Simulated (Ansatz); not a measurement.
# SnH₂ (triplet): the correlation ladder at scale of all distances = 1.526, def2-SVP

Aim: climb from Hartree-Fock through coupled cluster and multireference methods for SnH₂ (triplet) at one geometry and basis, and see what each rung misses.

Computed with Ansatz 0.2.0, Gaussian basis. Level: def2-SVP, core rule «outside noble gas», up to 9 orbitals frozen.

Plan: UHF; CCSD(T) on ROHF; CCSD(T) on UHF; BCCD(T) on ROHF; CISD; CCSDT(Q) on ROHF; CCSDT(Q) on UHF; CASSCF and MRCISD+Q, 4 electrons in 4 orbitals; CASSCF and NEVPT2, 4 electrons in 4 orbitals; CASSCF and MRCISD+Q, 6 electrons in 6 orbitals; CASSCF and NEVPT2, 6 electrons in 6 orbitals; Full CI.

15 further runs of the same task are left out: 7 that didn't finish, 8 set aside as unsound or not needed.

## Step 1: The system

The geometry derives from a PBE0/def2-TZVP stationary point (not a proven minimum). All distances are scaled together. No spin-orbit coupling is included. Elements past krypton take def2 core potentials.

3 atoms, charge 0, spin multiplicity 3.

Atoms are counted from 1 here; the program's logs count them from 0.

No contacts short enough for the rule that draws bonds.

## Step 2: UHF

Input file in.yaml:

```yaml
crystal:
  periodic: [false, false, false]
  atoms:
    - {symbol: Sn, position_ang: [0.000000, -0.021961, 0.000000]}
    - {symbol: H, position_ang: [0.000000, 1.293213, -2.262681]}
    - {symbol: H, position_ang: [0.000000, 1.293213, 2.262681]}
basis:
  gaussian: {orbitals: def2-SVP}
magnetization: {spin_polarized: true, initial_magnetization: 2}
hamiltonian: {xc: hf}
output: {orbitals: {seedname: orbitals}}
```

Command:

```console
ansatz run in.yaml --threads 1 --pin off --events-out ev --progress --plain --max-ram 2393MiB
```

The runs that follow: CCSD(T) on ROHF; CCSD(T) on UHF; BCCD(T) on ROHF; CISD; CCSDT(Q) on ROHF; CCSDT(Q) on UHF; CASSCF and MRCISD+Q, 4 electrons in 4 orbitals; CASSCF and NEVPT2, 4 electrons in 4 orbitals; CASSCF and MRCISD+Q, 6 electrons in 6 orbitals; CASSCF and NEVPT2, 6 electrons in 6 orbitals; Full CI.

**Question.** What will the summary of the whole plan be? Wanted: FCI below the RHF energy; RMP2 from FCI; UMP2 from FCI; RCCSD from FCI; RCCSD(T) from FCI; UCCSD(T) from FCI; RCCSDT(Q) from FCI; UCCSDT(Q) from FCI; NEVPT2 pair from FCI.

**Answer**, as computed:

| quantity | value |
| --- | --- |
| FCI below the RHF energy | -2.8506 eV |
| RMP2 from FCI | +112.2 kJ/mol |
| UMP2 from FCI | +114.6 kJ/mol |
| RCCSD from FCI | +22.7 kJ/mol |
| RCCSD(T) from FCI | +7.1 kJ/mol |
| UCCSD(T) from FCI | +6.4 kJ/mol |
| RCCSDT(Q) from FCI | 0.0 kJ/mol |
| UCCSDT(Q) from FCI | -0.9 kJ/mol |
| NEVPT2 pair from FCI | +65.9 kJ/mol |
| MRCISD+Q pair from FCI | +16.2 kJ/mol |
| NEVPT2 valence from FCI | +31.9 kJ/mol |
| levels within 1 kcal/mol (43 meV) | RCCSDT, UCCSDT, RCCSDT(Q), UCCSDT(Q), MRCISD+Q valence |
| T1 diagnostic | 0.057 |
| effectively unpaired electrons | 2.37 |

What this shows: RCCSD(T) lands +7.1 kJ/mol from the yardstick (2.6 % of the correlation energy). UCCSDT(Q) falls below full CI: unrestricted runs freeze a spin-polarised core, another one than full CI's, and coupled cluster isn't variational. The occupations show some static correlation. Of the multireference levels listed MRCISD+Q valence comes nearest in total energy (-0.1 kJ/mol), which doesn't show that its space is the better one. Coupled cluster took another determinant than the lowest Hartree-Fock one. These misses are within one basis, not against nature; the frozen cores of restricted and unrestricted runs differ, which can shift their rows.
